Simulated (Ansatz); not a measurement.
# FH5W: the cost of one run

All numbers below are computed with Ansatz 0.2.0 (RKS B3LYP-D4/def2-TZVP).

## 1. Starting point

Bond lengths: W1–H2 1.920 Å, W1–H3 1.920 Å, W1–H4 1.720 Å, W1–H5 1.720 Å, W1–F6 1.850 Å, W1–H7 1.720 Å. Angles (14 of 15 angles, heavy atoms first): H2–W1–F6 90.0°, H3–W1–F6 90.0°, H4–W1–F6 180.0°, H5–W1–F6 90.0°, F6–W1–H7 90.0°, H2–W1–H3 30.5°, H2–W1–H4 90.0°, H2–W1–H5 119.8°, H2–W1–H7 150.2°, H3–W1–H4 90.0°, H3–W1–H5 150.2°, H3–W1–H7 119.8°, H4–W1–H5 90.0°, H4–W1–H7 90.0°.

As a file:

```xyz
7

W     0.0000    0.0000    0.0000
H     0.9528    0.0000    1.6669
H     1.6669    0.0000    0.9528
H     0.0000    1.7200    0.0000
H    -1.7200    0.0000    0.0000
F     0.0000   -1.8500    0.0000
H     0.0000    0.0000   -1.7200
```

## 2. A restrained relaxation towards end A

Springs on the bonds that form and break draw the guess towards this end; the thresholds are loose.

Contents of input.yaml:

```yaml
crystal:
  periodic: [false, false, false]
  atoms:
    - { symbol: W, position_ang: [0.0, 0.0, 0.0] }
    - { symbol: H, position_ang: [0.9528, 0.0, 1.6669] }
    - { symbol: H, position_ang: [1.6669, 0.0, 0.9528] }
    - { symbol: H, position_ang: [0.0, 1.72, 0.0] }
    - { symbol: H, position_ang: [-1.72, 0.0, 0.0] }
    - { symbol: F, position_ang: [0.0, -1.85, 0.0] }
    - { symbol: H, position_ang: [0.0, 0.0, -1.72] }
basis:
  gaussian: { orbitals: def2-TZVP }
hamiltonian:
  xc: b3lyp
  dispersion: d4
relax:
  f_tol: 0.15
  max_steps: 25
  restrain:
    - { distance: [1, 2], at: 1.86, k: 30.0 }
    - { distance: [0, 1], at: 1.72, k: 30.0 }
    - { distance: [0, 2], at: 1.72, k: 30.0 }
```

Run with:

```bash
$ ansatz run input.yaml --threads 4 --pin off --max-ram 5120MiB --backend cpu --events-out ev --progress --plain --runs-dir out
```

What time and memory should one allow on 4 threads of Arm Neoverse V1, shared host?

About 17 s, with a peak of 0.21 GiB.
